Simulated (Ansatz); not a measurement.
Run this with the Ansatz DFT code, driven from Python and show what comes out.

`bgeh5_neb.py`:
```python
"""Path and barrier for turning a threefold group of BGeH5."""

import ansatz as az
import numpy as np

mol = (
    az.Crystal.molecule()
    .atom("B", (0.0248, -1.2269, 0.2733))
    .atom("Ge", (-0.0005, 0.7836, -0.1829))
    .atom("H", (-1.0841, -1.76, 0.2975))
    .atom("H", (1.0625, -1.7428, 0.4674))
    .atom("H", (-0.6193, 1.0003, -1.601))
    .atom("H", (-0.8164, 1.5807, 0.8773))
    .atom("H", (1.4943, 1.2971, -0.1773))
)

calculation = (
    mol.calculation()
    .basis(gaussian="def2-SVP")
    .functional("B3LYP")
)
symbols = [site.symbol for site in mol.cartesian_sites]
start = np.array([site.position_ang for site in mol.cartesian_sites], dtype=float)
r = calculation.relax(force_tolerance=0.005).run().report
end = np.array(r["positions_ang"])

# the end point is the same minimum with the three like atoms permuted
first, second, third = [4, 5, 6]
turned = end.copy()
turned[[first, second, third]] = end[[second, third, first]]
listed = lambda xyz: [{"symbol": s, "position_ang": p.tolist()} for s, p in zip(symbols, xyz)]
deck = calculation.input().to_dict()
deck["crystal"]["atoms"] = listed(end)
deck["neb"] = {"final_atoms": listed(turned), "images": 5, "initial_path": "idpp", "f_tol": 0.03, "max_iterations": 40}
rounds = []
band = az.Session.from_dict(deck).plan().execute(on_event=lambda e: rounds.append(e["data"]) if e["event"] == "neb_iteration" else None)
for each in rounds:
    print(f"round {each['iteration']:2d}  largest band force {each['band_force_max_ev_ang']:.4f} eV/A")
images = rounds[-1]["images"]
for image in images:
    print(f"s = {image['path_coordinate_ang']:6.3f} A   {(image['lagrangian_ev'] - images[0]['lagrangian_ev']):8.3f} eV")
```

```console
$ python bgeh5_neb.py
round  1  largest band force 0.1964 eV/A
round  2  largest band force 0.1248 eV/A
round  3  largest band force 0.4646 eV/A
round  4  largest band force 0.0460 eV/A
round  5  largest band force 0.0275 eV/A
s =  0.000 A      0.000 eV
s =  0.448 A     -0.001 eV
s =  0.896 A     -0.001 eV
s =  1.344 A      0.000 eV
s =  1.789 A     -0.000 eV
s =  2.234 A     -0.001 eV
s =  2.679 A      0.000 eV
```

Reading the output:
- The energies are electronic: no zero-point or thermal terms, and the basis set is short of its limit.
- b3lyp holds the VWN-RPA fit, as in Gaussian; the form of ORCA and Turbomole is b3lyp5.
- Hardware and time: 2.2 min on 1 thread of Arm Neoverse V1, with other jobs on the host, peak memory 0.2 GiB.
